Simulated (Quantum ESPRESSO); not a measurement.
NbTe under changes of volume

One of the cells (21.934 Å³/atom); the others are scaled copies at fixed shape and fractional positions:

```
Te Nb
1.0
     3.70297    0.00000    0.00000
    -1.85149    3.20687    0.00000
     0.00000    0.00000    3.69421
Te Nb
1 1
Direct
  0.66667 0.33333 0.00000
  0.00000 0.00000 0.50000
```

The cell comes from a database or a generator and needn't be the stable form of this composition.

- Program: Quantum ESPRESSO 7.5
- Functional: PBE
- Potentials or basis: SSSP 1.3 efficiency PBE
- Cutoff: 748 eV
- Density cutoff: 5987 eV
- k mesh: 8 × 8 × 7
- Occupations: fermi-dirac, width 0.05 eV
- Spin: no spin polarisation

```tsv
volume (Å³/atom)	energy over the lowest point (meV/atom)	pressure (GPa)
20.618	34.83	8.8
21.057	15.01	5.5
21.496	3.71	2.6
21.934	0.00	0.0
22.373	3.06	-2.4
22.812	12.16	-4.4
23.250	?	?
```

Question: What does the run at 23.250 Å³/atom give?

Answer: Energy over the lowest point 26.66 meV/atom; pressure -6.3 GPa.

Worked out: A Birch-Murnaghan fit of order 3 (a polynomial in V^(-2/3)) to the other rows has its minimum at 21.95 Å³/atom with B0 = V·E''(V) = 123 GPa and B' = 4.7 at fixed shape and positions, which overstates the stiffness. It gives 26.62 meV/atom at 23.250 Å³/atom, against the run's 26.66, and -dE/dV = -6.2 GPa, against -6.3.

Energies are extrapolated to zero smearing.
